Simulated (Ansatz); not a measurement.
Predict the output of the script below (Ansatz 0.2.0, Python API).

`ip.py`
```python
import ansatz as az

BASIS_SET = "cc-pVDZ"
XC = "PBE"


def single_point(molecule, charge=0, unpaired=0):
    calc = (
        molecule.calculation()
        .basis(gaussian=BASIS_SET)
        .functional(XC)
    )
    if charge:
        calc = calc.charge(charge)
    if unpaired:
        calc = calc.spin("collinear", total=unpaired)
    return calc.run(threads=1).report["free_energy_ev"]


def main() -> None:
    molecule = (
        az.Crystal.molecule()
        .atom("Cu", [0.0, 0.0, 0.0])
        .atom("C", [0.0, 0.0, 1.845])
    )

    parent = single_point(molecule, 0, 1)
    cation = single_point(molecule, 1, 0)
    print(f"E(N)   = {parent:.5f} eV")
    print(f"E(N-1) = {cation:.5f} eV  (0 unpaired)")
    print(f"vertical ionisation energy {cation - parent:.3f} eV")


if __name__ == "__main__":
    main()
```

Running `python ip.py` prints:
```text
E(N)   = -45665.41704 eV
E(N-1) = -45656.63116 eV  (0 unpaired)
vertical ionisation energy 8.786 eV
```

At this unrelaxed geometry removing an electron costs 8.79 eV.

Reading the output:
- Total energies depend on the basis set; only differences at equal settings carry meaning.
- The geometry is a force-field or estimated start, not a minimum of this method, and the basis set is short of its limit. All parts are taken at fixed geometry, without zero-point energy. At an unrelaxed start these energies can be a whole eV from those at the minimum, and a small affinity can change sign.
- The run takes the species as open-shell (spin multiplicity 2), which needn't be its ground state.
- The expectation value of S² is noticeably off S(S+1) in at least one run, so that state is spin-contaminated.
- Only the spin states typed were run; another state of an ion can lie lower, by up to an eV or two.
- The spin state was assumed, and another may lie lower.
- Finished in 15 s on 1 thread of Arm Neoverse V1 (shared host), peak memory 0.19 GiB.
